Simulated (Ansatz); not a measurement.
# C6H8O2: the cost of one run

Program: Ansatz 0.2.0. Level of theory: the levels named in each step. These are calculated values, not measurements.

## 1. The structure to begin with

Bond lengths (14 of 15 bonds, heavy atoms first): O2–C3 1.355 Å, C3–C4 1.393 Å, C4–C5 1.381 Å, C5–C6 1.385 Å, C6–C7 1.384 Å, C3–C8 1.391 Å, C7–C8 1.383 Å, O1–H9 0.960 Å, O1–H10 0.960 Å, O2–H11 0.976 Å, C4–H12 1.079 Å, C5–H13 1.080 Å, C6–H14 1.080 Å, C7–H15 1.081 Å. Angles (14 of 20 angles, heavy atoms first): O2–C3–C4 118.6°, O2–C3–C8 121.9°, C4–C3–C8 119.5°, C3–C4–C5 120.0°, C4–C5–C6 120.5°, C5–C6–C7 119.6°, C6–C7–C8 120.4°, C3–C8–C7 120.1°, C3–O2–H11 109.4°, C3–C4–H12 118.7°, C5–C4–H12 121.3°, C4–C5–H13 119.5°, C6–C5–H13 120.0°, C5–C6–H14 120.2°.

Structure file:

```xyz
16

O    -1.9185    2.4826   -1.7689
O    -0.1024    1.7349    0.2525
C     0.1683    0.4078    0.2965
C     1.1074   -0.0504    1.2170
C     1.4068   -1.3967    1.2853
C     0.7799   -2.3003    0.4428
C    -0.1543   -1.8461   -0.4717
C    -0.4620   -0.5003   -0.5483
H    -1.4489    2.8657   -2.5137
H    -2.5159    3.1526   -1.4284
H    -0.7696    1.9071   -0.4383
H     1.5873    0.6643    1.8674
H     2.1366   -1.7438    2.0022
H     1.0179   -3.3519    0.4992
H    -0.6496   -2.5440   -1.1314
H    -1.1936   -0.1416   -1.2595
```

## 2. A rough first relaxation, PBE-D4/def2-SVP

Contents of input.yaml:

```yaml
crystal:
  periodic: [false, false, false]
  atoms:
    - { symbol: O, position_ang: [-1.91855, 2.48258, -1.76888] }
    - { symbol: O, position_ang: [-0.10236, 1.73492, 0.25248] }
    - { symbol: C, position_ang: [0.16826, 0.40784, 0.29646] }
    - { symbol: C, position_ang: [1.10741, -0.05037, 1.21705] }
    - { symbol: C, position_ang: [1.40683, -1.3967, 1.28532] }
    - { symbol: C, position_ang: [0.77994, -2.3003, 0.44279] }
    - { symbol: C, position_ang: [-0.15435, -1.84614, -0.47172] }
    - { symbol: C, position_ang: [-0.46197, -0.50028, -0.54829] }
    - { symbol: H, position_ang: [-1.44895, 2.86572, -2.51366] }
    - { symbol: H, position_ang: [-2.51589, 3.15258, -1.42835] }
    - { symbol: H, position_ang: [-0.76965, 1.90712, -0.43834] }
    - { symbol: H, position_ang: [1.58728, 0.66425, 1.86738] }
    - { symbol: H, position_ang: [2.13657, -1.74378, 2.00224] }
    - { symbol: H, position_ang: [1.01794, -3.35194, 0.49924] }
    - { symbol: H, position_ang: [-0.64957, -2.544, -1.13144] }
    - { symbol: H, position_ang: [-1.19357, -0.14163, -1.25954] }
basis:
  gaussian: { orbitals: def2-SVP }
hamiltonian:
  xc: pbe
  dispersion: d4
relax:
  f_tol: 0.03
  max_steps: 200
```

Command:

```console
$ ansatz run input.yaml --threads 4 --pin off --max-ram 10240MiB --backend cpu --events-out ev --progress --plain --runs-dir out
```

What time and memory should one allow on 4 threads of Arm Neoverse V2, shared host?

About 9.3 s, with a peak of 0.21 GiB.
